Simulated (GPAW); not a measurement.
Zr3MoC:

```
CELL_PARAMETERS angstrom
4.94251 0.00000 0.00000
0.00000 4.94251 0.00000
0.00000 0.00000 4.94251
ATOMIC_POSITIONS crystal
Zr 0.50000 0.00000 0.00000
Zr 0.00000 0.50000 0.00000
Zr 0.00000 0.00000 0.50000
Mo 0.00000 0.00000 0.00000
C 0.50000 0.50000 0.50000
```

The cell was built by a generator and needn't be a form met in nature.

- Program: GPAW 26.7.0
- Task: relaxation of cell and atoms
- Functional: BLYP
- Potentials or basis: PAW data sets generated in the run's folder for this functional
- Cutoff: 800 eV
- Basis: pw
- k mesh: 5 × 5 × 5
- Occupations: fermi-dirac, width 0.05 eV
- Spin: no spin polarisation

At the start: pressure 3.4 GPa; volume 24.15 Å³/atom.

Task: Where does the relaxation end?

Result: Over 3 steps the energy falls by 11.6 meV/atom and the volume is 25.24 Å³/atom (+4.5 %); space group Pm-3m (No. 221, to 0.05 Å).

Step by step:
| step | energy change (eV) | largest force (eV/Å) | pressure (GPa) | volume (Å³) |
| --- | --- | --- | --- | --- |
| 1 | 0.0000 | 0.0000 | 3.40 | 120.74 |
| 2 | -0.0108 | 0.0000 | 3.05 | 121.27 |
| 3 | -0.0580 | 0.0000 | 0.09 | 126.22 |

Final structure:
```yaml
crystal:
  lattice:
    - [5.01621, 0.00000, 0.00000]
    - [0.00000, 5.01621, 0.00000]
    - [0.00000, 0.00000, 5.01621]
  atoms:
    - { symbol: Zr, position: [0.50000, 0.00000, 0.00000] }
    - { symbol: Zr, position: [0.00000, 0.50000, 0.00000] }
    - { symbol: Zr, position: [0.00000, 0.00000, 0.50000] }
    - { symbol: Mo, position: [0.00000, 0.00000, 0.00000] }
    - { symbol: C, position: [0.50000, 0.50000, 0.50000] }
```

Caveat: later steps reuse the first step's grids.
